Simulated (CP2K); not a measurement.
**WAu under changes of volume**

One of the cells (24.622 Å³/atom); the others are scaled copies at fixed shape and fractional positions:

```xyz
2
Lattice="4.1142 0.0000 0.0000 2.0571 3.5630 0.0000 2.0571 1.1877 3.3593" Properties=species:S:1:pos:R:3 pbc="T T T"
W     0.0000    0.0000    0.0000
Au    6.1714    3.5630    2.5194
```

The cell was built by a generator and needn't be a form met in nature.

```yaml
Program: CP2K 2026.2
Functional: LDA
Potentials_or_basis: GTH_POTENTIALS W GTH-PADE-q14, Au GTH-PADE-q11; TZVP-MOLOPT-PBE-GTH basis
Density_cutoff: 6803 eV
k_mesh: 8 × 8 × 8
Occupations: fermi-dirac, width 0.0259 eV
Spin: no spin polarisation
```

```tsv
volume (Å³/atom)	energy over the lowest point (meV/atom)	pressure (GPa)
23.145	0.00	-12.0
23.637	39.69	-13.8
24.130	84.99	-15.5
24.622	134.78	-17.0
25.115	189.18	-18.4
25.607	247.62	-19.6
26.099	?	?
```

What does the run at 26.099 Å³/atom give?

Energy over the lowest point 309.60 meV/atom; pressure -20.7 GPa.

Worked out: A Birch-Murnaghan fit of order 3 (a polynomial in V^(-2/3)) to the other rows has no minimum within the range. It gives 309.71 meV/atom at 26.099 Å³/atom, against the run's 309.60, and -dE/dV = -20.8 GPa, against -20.7.

Energies are extrapolated to zero smearing.

Caveats: with these potentials and basis sets, volumes of gold and of layered tellurides can stand 1.5 % and more from those of plane-wave programs; the basis of atomic orbitals isn't converged, which shifts pressures, moduli and gaps.
